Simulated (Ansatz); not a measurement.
Set up this calculation in Ansatz 0.2.0, as the native input.

* Task: elastic constants
* Functional: PBEsol
* Potentials or basis: all-electron LAPW, scalar-relativistic
* Cutoff: 189 eV (chosen from the basis error)
* Basis error allowed: 0.001 eV/atom
* k mesh: 5 × 5 × 5
* Occupations: fermi-dirac, width 0.05 eV
* Spin: no spin polarisation

The system is BiTe.

```
CELL_PARAMETERS angstrom
2.42271 1.39875 3.31729
-2.42271 1.39875 3.31729
0.00000 -2.79750 3.31729
ATOMIC_POSITIONS crystal
Bi 0.50000 0.50000 0.50000
Te 0.00000 0.00000 0.00000
```

The cell comes from a database or a generator and needn't be the stable form of this composition.

These files were run (other wordings do the same):

input.yaml

```yaml
crystal:
  lattice:
    - [2.4227077728, 1.3987509848, 3.3172919545]
    - [-2.4227077728, 1.3987509848, 3.3172919545]
    - [0.0, -2.7975019696, 3.3172919545]
  atoms:
    - { symbol: Bi, position: [0.5, 0.5, 0.5] }
    - { symbol: Te, position: [0.0, 0.0, 0.0] }
kpoints:
  mp_grid: { grid: [5, 5, 5] }
scf:
  occupations: { method: fermi_dirac, width: 0.05 }
hamiltonian:
  xc: pbesol
  pseudopotentials: { kind: all_electron, lapw: { basis_error: 0.001 } }
output:
  forces: true
  stress: true
elastic:
  mode: relaxed_ion
  stencil: two_point
```

Potentials or basis: all-electron LAPW, scalar-relativistic.

Command:

```console
$ ansatz run input.yaml --threads 1 --pin off --max-ram 3072MiB --backend cpu --events-out ev --progress --plain --runs-dir out
```

Results of the run:

```json
{
  "Pressure": "-2.5 GPa",
  "Band gap on the k mesh": "none (metal or under the smearing width)",
  "Voigt bulk modulus": "43 GPa"
}
```

Caveat: the k mesh is thin for a metal, which can move the energy by tens of meV per atom; a metal's response needs a denser mesh; elastic constants of metals need much finer meshes, so these are rough; spin-orbit coupling is left out, which moves the levels of the heavy elements.

It took 74 s on 1 thread of Arm Neoverse V1, with other jobs on the host, peak memory 0.36 GiB.
